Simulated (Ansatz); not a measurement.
# InH₂+ (triplet): wave-function methods side by side at scale of all distances = 0.870, def2-TZVPP

Aim: climb from Hartree-Fock through coupled cluster and multireference methods for InH₂+ (triplet) at one geometry and basis, and see what each rung misses.

Method: def2-TZVPP, core rule «outside noble gas», up to 9 orbitals frozen; program: Ansatz 0.2.0, Gaussian basis.

Plan: UHF; CCSD(T) on ROHF; CCSD(T) on UHF; BCCD(T) on ROHF; CCSDT(Q) on ROHF; CCSDT(Q) on UHF; CASSCF and NEVPT2, 4 electrons in 4 orbitals; CASSCF and MRCISD+Q, 4 electrons in 6 orbitals; CASSCF and NEVPT2, 4 electrons in 6 orbitals; Full CI.

12 further runs of the same task are left out: 9 that didn't finish, 3 set aside as unsound or not needed.

## Step 1: The system

The geometry derives from a PBE0/def2-TZVP stationary point (not a proven minimum). All distances are scaled together. No spin-orbit coupling is included. Elements past krypton take def2 core potentials.

3 atoms, charge 1, spin multiplicity 3.

Atoms are counted from 1 here; the program's logs count them from 0.

Bond lengths: In1–H2 1.711 Å, In1–H3 1.711 Å. Angles: H2–In1–H3 71.1°.

Coordinates:

```xyz
3

In    0.00000    0.00000   -0.02402
H     0.00000    0.99467    1.36783
H     0.00000   -0.99467    1.36783
```

## Step 2: UHF

in.yaml reads:

```yaml
crystal:
  periodic: [false, false, false]
  atoms:
    - {symbol: In, position_ang: [0.000000, 0.000000, -0.024015]}
    - {symbol: H, position_ang: [0.000000, 0.994665, 1.367826]}
    - {symbol: H, position_ang: [0.000000, -0.994665, 1.367826]}
basis:
  gaussian: {orbitals: def2-TZVPP}
total_charge: 1
magnetization: {spin_polarized: true, initial_magnetization: 2}
hamiltonian: {xc: hf}
output: {orbitals: {seedname: orbitals}}
```

Started as:

```
ansatz run in.yaml --threads 1 --pin off --events-out ev --progress --plain --max-ram 2393MiB
```

The runs that follow: CCSD(T) on ROHF; CCSD(T) on UHF; BCCD(T) on ROHF; CCSDT(Q) on ROHF; CCSDT(Q) on UHF; CASSCF and NEVPT2, 4 electrons in 4 orbitals; CASSCF and MRCISD+Q, 4 electrons in 6 orbitals; CASSCF and NEVPT2, 4 electrons in 6 orbitals; Full CI.

Q: Predict the results of all the runs planned. Wanted: FCI below the RHF energy; RMP2 from FCI; UMP2 from FCI; RCCSD from FCI; RCCSD(T) from FCI; UCCSD(T) from FCI; RCCSDT(Q) from FCI; UCCSDT(Q) from FCI; NEVPT2 pair from FCI.

The runs gave:

```
                         quantity                                                                                           value
         FCI below the RHF energy                                                                                      -1.7257 eV
                    RMP2 from FCI                                                                                    +36.6 kJ/mol
                    UMP2 from FCI                                                                                    +36.0 kJ/mol
                   RCCSD from FCI                                                                                     +2.9 kJ/mol
                RCCSD(T) from FCI                                                                                     -0.1 kJ/mol
                UCCSD(T) from FCI                                                                                     -3.6 kJ/mol
               RCCSDT(Q) from FCI                                                                                     -0.9 kJ/mol
               UCCSDT(Q) from FCI                                                                                     -4.5 kJ/mol
             NEVPT2 pair from FCI                                                                                    +34.7 kJ/mol
          NEVPT2 valence from FCI                                                                                    +15.9 kJ/mol
        MRCISD+Q valence from FCI                                                                                     -1.5 kJ/mol
levels within 1 kcal/mol (43 meV)  RCCSD, UCCSD, RCCSD(T), UCCSD(T), BCCD(T), RCCSDT, RCCSDT(Q), MRCISD valence, MRCISD+Q valence
                    T1 diagnostic                                                                                           0.033
   effectively unpaired electrons                                                                                            2.02
```

**Reading.** RCCSD(T) misses by -0.1 kJ/mol, 0.0 % of the correlation energy. CCSD(T) misses by -0.1 kJ/mol on the restricted determinant and by -3.6 kJ/mol on the unrestricted one; the two need not hold the same state or core. UCCSD, UCCSD(T), RCCSDT, UCCSDT, RCCSDT(Q), UCCSDT(Q), MRCISD valence, MRCISD+Q valence fall below full CI: unrestricted runs freeze a spin-polarised core, another one than full CI's, and coupled cluster isn't variational. One determinant dominates. Of the multireference levels listed MRCISD+Q valence comes nearest in total energy (-1.5 kJ/mol), which doesn't show that its space is the better one. These misses are within one basis, not against nature; the frozen cores of restricted and unrestricted runs differ, which can shift their rows.
